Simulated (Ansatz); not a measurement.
**K (Potassium): how the settings move a relaxation**

How sensitive is a relaxation of K (Potassium) to its settings? A reference run comes first, then one run with altered input.

Computed with Ansatz 0.2.0 (reference: DFT, LDA, PAW with Ansatz's default frozen-core files, scalar-relativistic; relaxation of cell and atoms, unless a step's input says otherwise).

1 further run of the same task is left out (set aside as unsound or not needed).

### Step 1. The system as given

The structure is cubic, space group Fm-3m (No. 225). The conventional cell has a = 5.048 Å, b = 5.048 Å, c = 5.048 Å, α = 90.00°, β = 90.00°, γ = 90.00°. K (site symmetry m-3m) has 12 K at 3.57 Å as nearest neighbours.

As a file:

```
K
1.0
     0.00000    2.52400    2.52400
     2.52400    0.00000    2.52400
     2.52400    2.52400    0.00000
K
1
Direct
  0.00000 0.00000 0.00000
```

### Step 2. Baseline

Contents of input.yaml:

```yaml
crystal:
  lattice:
    - [0.0, 2.524, 2.524]
    - [2.524, 0.0, 2.524]
    - [2.524, 2.524, 0.0]
  atoms:
    - { symbol: K, position: [0.0, 0.0, 0.0] }
kpoints:
  mp_grid: { grid: [18, 18, 18] }
scf:
  occupations: { method: fermi_dirac, width: 0.08 }
hamiltonian:
  xc: lda
  pseudopotentials: { kind: paw }
relax:
  f_tol: 0.002
  max_steps: 80
  cell: {}
output:
  forces: true
  stress: true
  write_density: true
  write_potential: true
  elf: true
  volumetric_format: npy
```

Launch:

```sh
$ ansatz run input.yaml --threads 1 --pin off --max-ram 2560MiB --backend cpu --events-out ev --progress --plain --runs-dir out
```

### Step 3. Changed: mp_grid.grid [12, 12, 12], lower_state_search full, ecutrho_ratio 6

input.yaml, as its differences from that of step 2:

```diff
@@ -8,5 +8,6 @@
 kpoints:
-  mp_grid: { grid: [18, 18, 18] }
+  mp_grid: { grid: [12, 12, 12] }
 scf:
   occupations: { method: fermi_dirac, width: 0.08 }
+  lower_state_search: full
 hamiltonian:
@@ -21,5 +22,3 @@
   stress: true
-  write_density: true
-  write_potential: true
-  elf: true
-  volumetric_format: npy
+basis:
+  ecutrho_ratio: 6
```

Q: Predict the outcome of this session. Wanted: for each run, ending; energy change; pressure; gap; force.

As calculated:

| run | ending | energy change | pressure (GPa) | gap (eV) | force (eV/Å) | cycles | time |
| --- | --- | --- | --- | --- | --- | --- | --- |
| reference | converged | 0 | 0.0 | 0.00 | 0.00 | 48 | 27 s |
| 1: mp_grid.grid [12, 12, 12], lower_state_search full, ecutrho_ratio 6 | converged | -0.5 meV/atom | 0.0 | 0.00 | 0.00 | 56 | 97 s |

Times don't compare one to one where runs were asked for different outputs or read a saved state (see the inputs); cycles may leave out searches for a lower state.

Changing the k-point mesh and search for lower states leaves the energy as it was (-0.5 meV/atom).
